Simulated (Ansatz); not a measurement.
# BeTe3: the cost of one run

Computed with Ansatz 0.2.0 (DFT PBE, scalar-relativistic, plane waves, PAW, unless a step's input says otherwise).

## Step 1: The system as given

It takes space group Im-3m (No. 229, cubic). The conventional cell has a = 6.078 Å, b = 6.078 Å, c = 6.078 Å, α = 90.00°, β = 90.00°, γ = 90.00°. Be (site symmetry m-3m) has 6 Te at 3.04 Å as nearest neighbours. Te (site symmetry 4/mmm) has 2 Be at 3.04 Å and 4 Te at 3.04 Å as nearest neighbours.

Coordinates:

```cif
data_structure
_symmetry_space_group_name_H-M 'Im-3m'
_symmetry_Int_Tables_number 229
_cell_length_a 6.0775
_cell_length_b 6.0775
_cell_length_c 6.0775
_cell_angle_alpha 90.000
_cell_angle_beta 90.000
_cell_angle_gamma 90.000
_cell_volume 224.48
loop_
_atom_site_label
_atom_site_type_symbol
_atom_site_symmetry_multiplicity
_atom_site_Wyckoff_symbol
_atom_site_fract_x
_atom_site_fract_y
_atom_site_fract_z
_atom_site_occupancy
Be1 Be 2 a 0.00000 0.00000 0.00000 1
Te1 Te 6 b 0.50000 0.00000 0.00000 1
```

A structure generator made this guess: random cell by space group and Wyckoff sites (Im-3m, No. 229). Lengths come from tabulated atomic sizes and are only a guess.

## Step 2: The guess as it stands, on a coarse mesh

input.yaml

```yaml
crystal:
  lattice:
    - [-3.03876041, 3.03876041, 3.03876041]
    - [3.03876041, -3.03876041, 3.03876041]
    - [3.03876041, 3.03876041, -3.03876041]
  atoms:
    - { symbol: Be, position: [0.0, 0.0, 0.0] }
    - { symbol: Te, position: [0.0, 0.5, 0.5] }
    - { symbol: Te, position: [0.5, 0.0, 0.5] }
    - { symbol: Te, position: [0.5, 0.5, 0.0] }
basis:
  ecutwfc: 420
kpoints:
  mp_grid: { grid: [4, 4, 4] }
hamiltonian:
  xc: pbe
scf:
  occupations: { method: gaussian, width: 0.1 }
  lower_state_search: "off"
output:
  forces: true
  stress: true
  eigenvalues: true
```

Started as:

```
> ansatz run input.yaml --threads 1 --pin off --max-ram 2560MiB --backend cpu --events-out ev --progress --plain --runs-dir out
```

What time and memory should one allow on 1 thread of Arm Neoverse V2, shared host?

About 1.5 s, with a peak of 0.33 GiB.
